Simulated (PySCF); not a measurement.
# SiSb+: bond curves at several levels of theory, part 1 of 2

What are the lowest state that PBE0 finds, the bond length, vibrational wavenumber and bond energy of SiSb+, and how much do these hang on the method?

The runs use PySCF 2.14.0; Si def2-SVP, Sb def2-SVP with ECP28, scalar-relativistic core potentials.

### 1 The job

The job is set up so:

| Quantity | Value |
| --- | --- |
| atoms | Si, Sb |
| charge | 1 |
| basis | Si def2-SVP, Sb def2-SVP with ECP28 |
| Hamiltonian | scalar-relativistic core potentials |
| basis functions | 44 |
| electrons treated | 36 |
| masses in u | 27.9769, 120.9038 |
| levels | PBE0, PBE, r²SCAN, M06-L, BP86, B97-3, ωB97X, HF, MP2, SCS-MP2, CCSD, CCSD(T) |
| grid | 80 radial by 434 angular points |
| occupations | held fixed by the projection of orbital angular momentum |
| dissociation limit | Si+ + Sb, each in its ground configuration |
| starting distance in angstrom | 2.580 |
| values of 2S to try | 0, 2, 4 |

Started as:

```
OMP_NUM_THREADS=1 python dia.py task.json out
```

The job searches for the state first and then visits each distance with every level. Its results follow level by level.

### 2 Search for the lowest state

Unrestricted PBE0 solutions at 2.580 Å, counted from the lowest. The search isn't exhaustive.

```csv
2Ms+1,unpaired,term,E (eV),⟨S²⟩,⟨Lz²⟩,μ (D)
3,π ↑↑,³Σ⁻,0.00,2.01,0.00,-3.49
1,π ↑↓,not assigned,0.24,1.00,2.01,-3.36
3,"σ ↑, π ↑",³Π,0.66,2.24,1.02,-3.53
1,"σ ↓, π ↑",not assigned,0.84,1.26,1.02,-3.59
1,none,not assigned,0.91,0.00,2.00,-3.06
5,"σ ↑, π ↑↑↑",⁵Π,1.34,6.00,1.00,-3.04
```

6 of 14 solutions are listed, lowest first.

A term symbol stands only where ⟨S²⟩ and ⟨Lz²⟩ are near those of a pure state. A positive dipole points from Si to Sb; in an ion it is taken about the centre of mass and does not tell which atom is negative.

The most promising solutions are followed along the bond (rough minima from three points):

```csv
2Ms+1,unpaired,R at minimum (Å),energy at minimum (eV)
3,π ↑↑,2.54,0.00
1,π ↑↓,2.54,0.24
3,"σ ↑, π ↑",2.40,0.49
1,"σ ↓, π ↑",2.39,0.66
1,none,2.56,0.92
```

The search made 19 SCF attempts at the starting distance; with the short scans it took 18 s of wall time (1 thread, shared host).

### 3 PBE0 along the bond

State followed: ³Σ⁻ (triplet), unpaired electrons π ↑↑. The scan is laid around 2.540 Å.

Output of the SCF at 2.540 Å:

```text
******** <class 'pyscf.dft.uks_symm.SymAdaptedUKS'> ********
method = SymAdaptedUKS
initial guess = minao
damping factor = 0
level_shift factor = 0
DIIS = <class 'pyscf.scf.diis.CDIIS'>
diis_start_cycle = 1
diis_space = 10
diis_damp = 0
SCF conv_tol = 1e-09
SCF conv_tol_grad = None
SCF max_cycles = 60
direct_scf = False
max_memory 909 MB (current use 273 MB)
number electrons alpha = 19  beta = 17
XC library pyscf.dft.libxc version 7.0.0
    S. Lehtola, C. Steigemann, M. J.T. Oliveira, and M. A.L. Marques.,  SoftwareX 7, 1–5 (2018)
XC functionals = PBE0
    C. Adamo and V. Barone.,  J. Chem. Phys. 110, 6158 (1999)
    M. Ernzerhof and G. E. Scuseria.,  J. Chem. Phys. 110, 5029 (1999)
small_rho_cutoff = 0
Overwritten attributes  get_k get_hcore get_j get_occ get_jk  of <class 'pyscf.dft.uks_symm.SymAdaptedUKS'>
Set gradient conv threshold to 3.16228e-05
init E= -529.18634487645
cycle= 1 E= -529.175876093834  delta_E= 0.0105  |g|= 0.00656  |ddm|= 0.0305
cycle= 2 E= -529.175891176203  delta_E= -1.51e-05  |g|= 0.00565  |ddm|= 0.0264
cycle= 3 E= -529.1759170404  delta_E= -2.59e-05  |g|= 0.00259  |ddm|= 0.0157
cycle= 4 E= -529.175924008033  delta_E= -6.97e-06  |g|= 0.000211  |ddm|= 0.00514
cycle= 5 E= -529.175924085115  delta_E= -7.71e-08  |g|= 0.000124  |ddm|= 0.000724
cycle= 6 E= -529.175924109181  delta_E= -2.41e-08  |g|= 1.99e-05  |ddm|= 0.000393
cycle= 7 E= -529.175924110421  delta_E= -1.24e-09  |g|= 3.25e-06  |ddm|= 0.000126
cycle= 8 E= -529.175924110458  delta_E= -3.68e-11  |g|= 1.26e-06  |ddm|= 1.96e-05
Extra cycle  E= -529.17592411046  delta_E= -2.27e-12  |g|= 1.23e-06  |ddm|= 6.4e-06
converged SCF energy = -529.17592411046  <S^2> = 2.0048678  2S+1 = 3.0032434
```

Points of the scan, energies from the lowest:

```csv
R (Å),E (eV),μ (D),Mulliken charge of Si (e),Mayer bond order,⟨S²⟩,HOMO (eV),LUMO (eV)
2.1844,0.9931,-2.02,0.47,1.77,2.00,-12.40,-10.69
2.2860,0.4358,-2.38,0.49,1.77,2.00,-12.39,-10.41
2.3876,0.1326,-2.75,0.51,1.76,2.00,-12.37,-10.16
2.4638,0.0272,-3.04,0.53,1.76,2.00,-12.34,-9.99
2.5400,0.0000,-3.33,0.54,1.75,2.00,-12.30,-9.84
2.6162,0.0325,-3.63,0.55,1.74,2.01,-12.25,-9.70
2.7178,0.1437,-4.02,0.56,1.73,2.01,-12.17,-9.53
2.8448,0.3551,-4.51,0.57,1.70,2.01,-12.05,-9.36
2.9972,0.6658,-5.10,0.58,1.65,2.01,-11.87,-9.22
3.2004,1.1032,-5.89,0.60,1.51,2.05,-11.60,-9.26
```

Fit: Re = 2.533 Å, ωe = 354 cm⁻¹, ωexe = 1.01 cm⁻¹, αe = 0.000462 cm⁻¹, Be = 0.1156 cm⁻¹, De = 2.93 eV, μ = -3.31 D.

Orbitals nearest the gap at 2.540 Å:

```csv
spin,orbital,ε (eV),filled,made of
β,π,-42.23,yes,Sb d 100 %
β,σ,-42.21,yes,Sb d 100 %
α,σ,-22.24,yes,"Sb s 70 %, Si s 21 %"
β,σ,-20.85,yes,"Sb s 64 %, Si s 27 %"
α,σ,-17.97,yes,"Si s 67 %, Sb s 26 %"
β,σ,-17.16,yes,"Si s 62 %, Sb s 30 %"
α,π,-12.78,yes,"Sb p 70 %, Si p 27 %"
α,π,-12.78,yes,"Sb p 70 %, Si p 27 %"
α,σ,-12.65,yes,"Sb p 47 %, Si p 39 %, Si s 10 %"
β,σ,-12.30,yes,"Sb p 44 %, Si p 43 %, Si s 8 %"
β,π,-9.84,no,"Sb p 54 %, Si p 44 %"
β,π,-9.84,no,"Sb p 54 %, Si p 44 %"
α,π,-8.81,no,"Si p 71 %, Sb p 28 %"
α,π,-8.81,no,"Si p 71 %, Sb p 28 %"
```

Polarisability there: 106.0 bohr³ along the bond, 39.4 across it. Without diffuse functions these come out too small, above all across the bond.

### 4 Fields at the reference distance

The fields below are evaluated on a grid from the run's orbitals.

Frontier orbitals at PBE0 (alpha spin), with the share of their density that lies nearest to each atom:

```csv
orbital,energy (eV),lies on
HOMO-1,-12.78,Sb2 69 %; Si1 31 %
HOMO,-12.65,Si1 54 %; Sb2 46 %
LUMO,-8.81,Si1 69 %; Sb2 31 %
```

ELF in a plane through or near 2 of the atoms.

Values, 10 rows by 14 columns:
```
0.00 0.00 0.00 0.02 0.02 0.02 0.06 0.11 0.11 0.11 0.10 0.04 0.01 0.00
0.00 0.03 0.17 0.23 0.19 0.12 0.18 0.33 0.40 0.46 0.47 0.31 0.11 0.01
0.01 0.24 0.51 0.71 0.64 0.39 0.33 0.48 0.62 0.66 0.73 0.66 0.32 0.06
0.11 0.59 0.92 0.98 0.76 0.55 0.70 0.68 0.44 0.30 0.48 0.83 0.70 0.19
0.29 0.78 0.99 0.86 0.41 0.32 0.78 0.69 0.37 0.71 0.46 0.69 0.86 0.35
0.33 0.81 0.99 0.66 0.74 0.68 0.70 0.67 0.52 0.09 0.61 0.63 0.88 0.38
0.21 0.71 0.97 0.98 0.22 0.17 0.80 0.71 0.27 0.47 0.31 0.77 0.81 0.28
0.04 0.43 0.76 0.92 0.83 0.57 0.51 0.60 0.61 0.55 0.69 0.80 0.52 0.12
0.00 0.15 0.39 0.54 0.48 0.28 0.26 0.43 0.56 0.62 0.67 0.55 0.23 0.03
0.00 0.00 0.05 0.08 0.07 0.06 0.12 0.22 0.24 0.26 0.25 0.15 0.04 0.00
```
The map spans 7.7 Å across and 5.2 Å up, centred on the molecule. Atoms in the plane (x, y in Å): Si1 (-1.3, 0.0), Sb2 (1.3, 0.0).

On the surface of density 0.002 e/bohr³ the electrostatic potential runs, from the 1st to the 99th percentile, from 4.50 to 6.85 V.

The spin density lies nearest to Sb2 69 %; Si1 31 %.

Core electrons inside the core potentials are missing from the density.

### 5 Other states along the same grid

State 2: Ms = 0 determinant of mixed spin (⟨S²⟩ = 1.00), unpaired electrons π ↑↓, an excited solution.

Output of the SCF at 2.540 Å:

```text
[... 13 set-up lines left out, the same as in an earlier log ...]
max_memory 909 MB (current use 350 MB)
number electrons alpha = 18  beta = 18
[... 7 set-up lines left out, the same as in an earlier log ...]
init E= -529.177336489054
cycle= 1 E= -529.166987096453  delta_E= 0.0103  |g|= 0.00656  |ddm|= 0.0303
cycle= 2 E= -529.166996561444  delta_E= -9.46e-06  |g|= 0.00604  |ddm|= 0.027
cycle= 3 E= -529.167026101202  delta_E= -2.95e-05  |g|= 0.00286  |ddm|= 0.0168
cycle= 4 E= -529.167034762642  delta_E= -8.66e-06  |g|= 0.000213  |ddm|= 0.00557
cycle= 5 E= -529.167034824465  delta_E= -6.18e-08  |g|= 9.47e-05  |ddm|= 0.00061
cycle= 6 E= -529.167034835826  delta_E= -1.14e-08  |g|= 1.51e-05  |ddm|= 0.000241
cycle= 7 E= -529.167034836171  delta_E= -3.45e-10  |g|= 1.85e-06  |ddm|= 5.74e-05
Extra cycle  E= -529.167034836166  delta_E= 4.32e-12  |g|= 2.54e-06  |ddm|= 8.98e-06
converged SCF energy = -529.167034836166  <S^2> = 1.0046714  2S+1 = 2.2402423
```

Re = 2.536 Å, ωe = 355 cm⁻¹; the determinant mixes terms (⟨S²⟩ = 1.00, ⟨Lz²⟩ = 2.01), so these belong to no real state. Its minimum lies 0.24 eV above that of the lowest state.

State 3: ³Π (triplet), unpaired electrons σ ↑, π ↑, an excited solution.

Log of the SCF at 2.540 Å:

```text
[... 22 set-up lines left out, the same as in an earlier log ...]
init E= -529.167264522989
cycle= 1 E= -529.153034396288  delta_E= 0.0142  |g|= 0.00584  |ddm|= 0.0303
cycle= 2 E= -529.153078121497  delta_E= -4.37e-05  |g|= 0.00482  |ddm|= 0.0222
cycle= 3 E= -529.153105007241  delta_E= -2.69e-05  |g|= 0.00189  |ddm|= 0.0104
cycle= 4 E= -529.153113583973  delta_E= -8.58e-06  |g|= 0.00149  |ddm|= 0.00557
cycle= 5 E= -529.153132083943  delta_E= -1.85e-05  |g|= 0.000888  |ddm|= 0.0107
cycle= 6 E= -529.153157601092  delta_E= -2.55e-05  |g|= 0.000467  |ddm|= 0.0253
cycle= 7 E= -529.153163171215  delta_E= -5.57e-06  |g|= 0.000128  |ddm|= 0.0156
cycle= 8 E= -529.153163461256  delta_E= -2.9e-07  |g|= 4.38e-05  |ddm|= 0.0043
cycle= 9 E= -529.153163469094  delta_E= -7.84e-09  |g|= 1.18e-05  |ddm|= 0.000264
cycle= 10 E= -529.153163470015  delta_E= -9.21e-10  |g|= 3.93e-06  |ddm|= 0.000148
Extra cycle  E= -529.153163470047  delta_E= -3.18e-11  |g|= 4.91e-06  |ddm|= 2.09e-05
converged SCF energy = -529.153163470047  <S^2> = 2.1521658  2S+1 = 3.0997844
```

No constants are quoted: fits of two degrees disagree.

State 4: Ms = 0 determinant of mixed spin (⟨S²⟩ = 1.03), unpaired electrons σ ↓, π ↑, an excited solution.

The SCF at the reference distance, 2.540 Å, printed:

```text
[... 22 set-up lines left out, the same as in an earlier log ...]
init E= -529.161056211218
cycle= 1 E= -529.146525586657  delta_E= 0.0145  |g|= 0.00605  |ddm|= 0.031
cycle= 2 E= -529.146564989321  delta_E= -3.94e-05  |g|= 0.00494  |ddm|= 0.0218
cycle= 3 E= -529.146589362884  delta_E= -2.44e-05  |g|= 0.00223  |ddm|= 0.0102
cycle= 4 E= -529.146597589428  delta_E= -8.23e-06  |g|= 0.00113  |ddm|= 0.00502
cycle= 5 E= -529.146610692227  delta_E= -1.31e-05  |g|= 0.000752  |ddm|= 0.00906
cycle= 6 E= -529.146626407499  delta_E= -1.57e-05  |g|= 0.000431  |ddm|= 0.0178
cycle= 7 E= -529.146630736891  delta_E= -4.33e-06  |g|= 0.000109  |ddm|= 0.0123
cycle= 8 E= -529.146631022046  delta_E= -2.85e-07  |g|= 3.31e-05  |ddm|= 0.00362
cycle= 9 E= -529.14663102717  delta_E= -5.12e-09  |g|= 7.32e-06  |ddm|= 0.000404
cycle= 10 E= -529.146631027428  delta_E= -2.58e-10  |g|= 3.04e-06  |ddm|= 4.45e-05
Extra cycle  E= -529.146631027438  delta_E= -1e-11  |g|= 4.65e-06  |ddm|= 1.72e-05
converged SCF energy = -529.146631027438  <S^2> = 1.1887038  2S+1 = 2.3989196
```

No constants are quoted: fits of two degrees disagree.

Energy (eV) from the lowest point of the lowest state:

```csv
R (Å),lowest,state 2,state 3,state 4
2.184,0.993,1.256,0.835,0.998
2.286,0.436,0.691,0.562,0.730
2.388,0.133,0.381,0.495,0.667
2.464,0.027,0.272,0.535,0.709
2.540,0.000,0.242,0.619,0.797
2.616,0.032,0.272,0.722,0.906
2.718,0.144,0.382,0.868,1.064
2.845,0.355,0.595,1.048,1.260
2.997,0.666,0.912,1.246,1.475
3.200,1.103,1.372,1.473,1.717
```

### 6 PBE

Log of the SCF at 2.540 Å:

```text
[... 17 set-up lines left out, the same as in an earlier log ...]
XC functionals = PBE
    J. P. Perdew, K. Burke, and M. Ernzerhof.,  Phys. Rev. Lett. 77, 3865 (1996)
    J. P. Perdew, K. Burke, and M. Ernzerhof.,  Phys. Rev. Lett. 78, 1396 (1997)
    J. P. Perdew, K. Burke, and M. Ernzerhof.,  Phys. Rev. Lett. 77, 3865 (1996)
    J. P. Perdew, K. Burke, and M. Ernzerhof.,  Phys. Rev. Lett. 78, 1396 (1997)
[... 2 set-up lines left out, the same as in an earlier log ...]
init E= -529.143942571793
cycle= 1 E= -529.14403573546  delta_E= -9.32e-05  |g|= 0.0348  |ddm|= 0.131
cycle= 2 E= -529.131828605485  delta_E= 0.0122  |g|= 0.105  |ddm|= 0.265
cycle= 3 E= -529.145245906017  delta_E= -0.0134  |g|= 0.00626  |ddm|= 0.218
cycle= 4 E= -529.145296781298  delta_E= -5.09e-05  |g|= 0.00038  |ddm|= 0.0135
cycle= 5 E= -529.145296851308  delta_E= -7e-08  |g|= 0.000193  |ddm|= 0.00119
cycle= 6 E= -529.145296895416  delta_E= -4.41e-08  |g|= 4.47e-05  |ddm|= 0.000347
cycle= 7 E= -529.145296897861  delta_E= -2.45e-09  |g|= 4.14e-06  |ddm|= 9e-05
cycle= 8 E= -529.14529689788  delta_E= -1.89e-11  |g|= 8.34e-07  |ddm|= 1.04e-05
Extra cycle  E= -529.145296897875  delta_E= 4.32e-12  |g|= 2.15e-06  |ddm|= 5.93e-06
converged SCF energy = -529.145296897875  <S^2> = 2.0036668  2S+1 = 3.0024435
```

Re = 2.573 Å, ωe = 331 cm⁻¹, ωexe = 0.985 cm⁻¹, αe = 0.000470 cm⁻¹, Be = 0.1121 cm⁻¹, De = 3.27 eV, μ = -3.17 D. 11 s of CPU time for 12 points, integrals apart.

### 7 r²SCAN

Output of the SCF at 2.540 Å:

```text
[... 17 set-up lines left out, the same as in an earlier log ...]
XC functionals = R2SCAN
    J. W. Furness, A. D. Kaplan, J. Ning, J. P. Perdew, and J. Sun.,  J. Phys. Chem. Lett. 11, 8208-8215 (2020)
    J. W. Furness, A. D. Kaplan, J. Ning, J. P. Perdew, and J. Sun.,  J. Phys. Chem. Lett. 11, 9248-9248 (2020)
    J. W. Furness, A. D. Kaplan, J. Ning, J. P. Perdew, and J. Sun.,  J. Phys. Chem. Lett. 11, 8208-8215 (2020)
    J. W. Furness, A. D. Kaplan, J. Ning, J. P. Perdew, and J. Sun.,  J. Phys. Chem. Lett. 11, 9248-9248 (2020)
[... 2 set-up lines left out, the same as in an earlier log ...]
init E= -529.352983207518
cycle= 1 E= -529.353633072251  delta_E= -0.00065  |g|= 0.00507  |ddm|= 0.104
cycle= 2 E= -529.353641746596  delta_E= -8.67e-06  |g|= 0.00294  |ddm|= 0.0144
cycle= 3 E= -529.353643624034  delta_E= -1.88e-06  |g|= 0.00195  |ddm|= 0.00749
cycle= 4 E= -529.353647268384  delta_E= -3.64e-06  |g|= 0.00097  |ddm|= 0.00541
cycle= 5 E= -529.353648331234  delta_E= -1.06e-06  |g|= 8.84e-05  |ddm|= 0.00212
cycle= 6 E= -529.353648342402  delta_E= -1.12e-08  |g|= 1.99e-05  |ddm|= 0.000259
cycle= 7 E= -529.353648343182  delta_E= -7.81e-10  |g|= 4.15e-06  |ddm|= 9.01e-05
Extra cycle  E= -529.35364834313  delta_E= 5.25e-11  |g|= 8.49e-06  |ddm|= 2.81e-05
converged SCF energy = -529.35364834313  <S^2> = 2.0076192  2S+1 = 3.0050752
```

Re = 2.546 Å, ωe = 345 cm⁻¹, ωexe = 1.01 cm⁻¹, αe = 0.000475 cm⁻¹, Be = 0.1144 cm⁻¹, De = 2.99 eV, μ = -3.23 D. 9.9 s of CPU time for 12 points, integrals apart.

(Continued in part 2 of 2.)
